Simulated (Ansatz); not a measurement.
# CH₄AlBSi (SMILES B[Si]1=[CH][AlH]1): single points off equilibrium

The task here is to estimate one member of a computed series from the others.

Program: Ansatz 0.2.0, Gaussian basis. Level of theory: single points in def2-TZVPP. These are calculated values, not measurements.

Correlated methods freeze the cores.

### The system as given

SMILES `B[Si]1=[CH][AlH]1`, 8 atoms, charge 0, spin multiplicity 1.

Atoms are counted from 1 here; the program's logs count them from 0.

Bond lengths: B1–Si2 1.893 Å, B1–H5 1.306 Å, B1–H6 1.235 Å, Si2–C3 1.850 Å, Si2–Al4 2.423 Å, C3–Al4 1.911 Å, C3–H7 1.101 Å, Al4–H8 1.562 Å. Angles: Si2–B1–H5 120.2°, Si2–B1–H6 117.8°, H5–B1–H6 117.9°, B1–Si2–C3 157.8°, B1–Si2–Al4 149.8°, C3–Si2–Al4 51.0°, Si2–C3–Al4 80.2°, Si2–C3–H7 118.8°, Al4–C3–H7 145.0°, Si2–Al4–C3 48.8°, Si2–Al4–H8 151.5°, C3–Al4–H8 158.2°.

Geometry (Å):

```mol
CH4AlBSi
  3D, bonds by distance, orders not assigned

  8  8  0  0  0  0  0  0  0  0999 V2000
   -0.4865    2.0600   -0.2946 B   0  0
    0.1887    0.3110   -0.0292 Si  0  0
    1.1347   -1.0536    0.7856 C   0  0
   -0.0144   -2.0828   -0.3426 Al  0  0
   -1.7729    2.2577   -0.4019 H   0  0
    0.2711    2.9004   -0.7902 H   0  0
    1.4917   -0.9085    1.8169 H   0  0
   -0.7717   -3.3374   -0.8821 H   0  0
  1  2  8  0
  1  5  8  0
  1  6  8  0
  2  3  8  0
  2  4  8  0
  3  4  8  0
  3  7  8  0
  4  8  8  0
M  END
```

Set-up of the first run:

Contents of run/in.yaml:

```yaml
crystal:
  periodic: [false, false, false]
  atoms:
    - {symbol: B, position_ang: [-0.486489, 2.059990, -0.294591]}
    - {symbol: Si, position_ang: [0.188685, 0.310981, -0.029228]}
    - {symbol: C, position_ang: [1.134667, -1.053616, 0.785629]}
    - {symbol: Al, position_ang: [-0.014401, -2.082823, -0.342553]}
    - {symbol: H, position_ang: [-1.772922, 2.257727, -0.401873]}
    - {symbol: H, position_ang: [0.271101, 2.900427, -0.790229]}
    - {symbol: H, position_ang: [1.491735, -0.908492, 1.816872]}
    - {symbol: H, position_ang: [-0.771715, -3.337413, -0.882085]}
basis:
  gaussian: {orbitals: def2-TZVPP}
hamiltonian: {xc: pbe, dispersion: d4}
output: {forces: true}
```

Launch:

```
$ ansatz run in.yaml --threads 2 --pin off --events-out ev --progress --plain --max-ram 3481MiB
```

Steps of the session up to this table: PBE-D4/def2-TZVPP; r2SCAN-D4/def2-TZVPP; PBE0-D4/def2-TZVPP; wB97M-V/def2-TZVPP; CCSD(T)/def2-TZVPP.

One table of the session follows, with a row left open; its other results are not shown here.

| method | RMS force component (eV/Å) | angle to CCSD(T) forces (°) | dipole (D) |
| --- | --- | --- | --- |
| PBE-D4 | ? | ? | ? |
| r2SCAN-D4 | 0.914 | 7.9 | 1.78 |
| PBE0-D4 | 0.966 | 8.8 | 1.66 |
| wB97M-V | 1.025 | 9.5 | 1.57 |
| CCSD(T) | 0.912 | reference | 1.81 |

Q: Estimate the row for PBE-D4 from the others.

The run gave: RMS force component (eV/Å): 0.815; angle to CCSD(T) forces (°): 9.3; dipole (D): 1.87. In the column «RMS force component (eV/Å)» it is the lowest.
